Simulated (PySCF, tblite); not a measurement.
**C5H6BCl2F: infrared bands and NMR shifts**

Wanted: the infrared bands and NMR shifts of C5H6BCl2F (`F[C@@H]1[C@@H](B(Cl)Cl)C12CC2`), by calculation.

The runs use tblite 0.8.0 and PySCF 2.14.0, with density-fitted response routines of our own; the level of theory stands in each step. All values are computed, except where a source is named. Atoms count from 0, in the outputs and in this text.

### Step 1. Starting geometry

15 atoms, charge 0, multiplicity 1; geometry from: GFN2-xTB.

Bonds of the start (Å): F0–C1 1.36, C1–C2 1.54, C2–B3 1.55, B3–Cl4 1.72, B3–Cl5 1.72, C2–C6 1.51, C6–C7 1.48, C7–C8 1.51, C6–C1 1.46, C8–C6 1.48, C1–H9 1.08, C2–H10 1.09, C7–H11 1.08, C7–H12 1.08, C8–H13 1.08, C8–H14 1.08.

### Step 2. Infrared spectrum with GFN2-xTB

The job: settings as JSON, then the geometry in Å.

```
{"job": {"kind": "ir", "xc": "GFN2-xTB", "basis": "xTB"}, "charge": 0, "multiplicity": 1}
F     -0.219886    -1.639252     1.959428
C      0.321763    -1.138758     0.815707
C      0.702956     0.348951     0.830429
B      2.015032     0.844851     0.162892
Cl     2.615603     0.062569    -1.250140
Cl     2.875694     2.184797     0.805334
C     -0.447486    -0.193661     0.015123
C     -0.937163    -0.073487    -1.375180
C     -1.860227     0.181403    -0.205699
H      0.990454    -1.863869     0.366715
H      0.391001     0.851568     1.741528
H     -0.607270     0.771366    -1.960686
H     -1.067239    -0.977810    -1.950573
H     -2.621335    -0.549857     0.022927
H     -2.156311     1.199178     0.000282
```

**Question.** This job is followed by: GIAO PBE0/pcSseg-1 NMR shielding, non-relativistic, gas phase. Predict these results of the whole session: strongest single infrared mode (GFN2-xTB); zero-point energy (GFN2-xTB); 13C shifts against TMS (PBE0/pcSseg-1); 1H shifts against TMS (PBE0/pcSseg-1); 19F shifts against CFCl3 (PBE0/pcSseg-1); 11B shifts against BF3·OEt2 (PBE0/pcSseg-1); 35Cl shifts against HCl (PBE0/pcSseg-1, means over atoms taken as alike).

The runs gave:

| quantity | value |
| --- | --- |
| strongest single infrared mode (GFN2-xTB) | 1049 cm⁻¹, 136 km/mol |
| zero-point energy (GFN2-xTB) | 63.7 kcal/mol |
| 13C shifts against TMS (PBE0/pcSseg-1) | 87.1, 32.5, 28.8, 12.1, 9.4 ppm |
| 1H shifts against TMS (PBE0/pcSseg-1) | 5.11, 1.82, 1.34, 1.24, 1.17, 0.92 ppm |
| 19F shifts against CFCl3 (PBE0/pcSseg-1) | -214.9 ppm |
| 11B shifts against BF3·OEt2 (PBE0/pcSseg-1) | 59.9 ppm |
| 35Cl shifts against HCl (PBE0/pcSseg-1, means over atoms taken as alike) | 261 ppm |

**Reading.** No mode is imaginary among the 39: a minimum at this level. The strongest single mode, at 1049 cm⁻¹, is spread over several atoms, H10, B3, C6, C8 among them. Unscaled tight-binding wavenumbers are off by several per cent, some by more. Its intensities can rank the bands wrongly. The most deshielded carbon is C1 (three-membered-ring carbon bearing a halogen), at 87.1 ppm: pulled downfield by the heteroatom. H9 (hydrogen on a three-membered-ring carbon bearing a halogen) lies farthest downfield among hydrogen, at 5.11 ppm; its carbon carries F, hence the downfield position. At PBE0/pcSseg-1: The largest span, 515 ppm, is at Cl4, Cl5, where the paramagnetic term is -458 ppm.
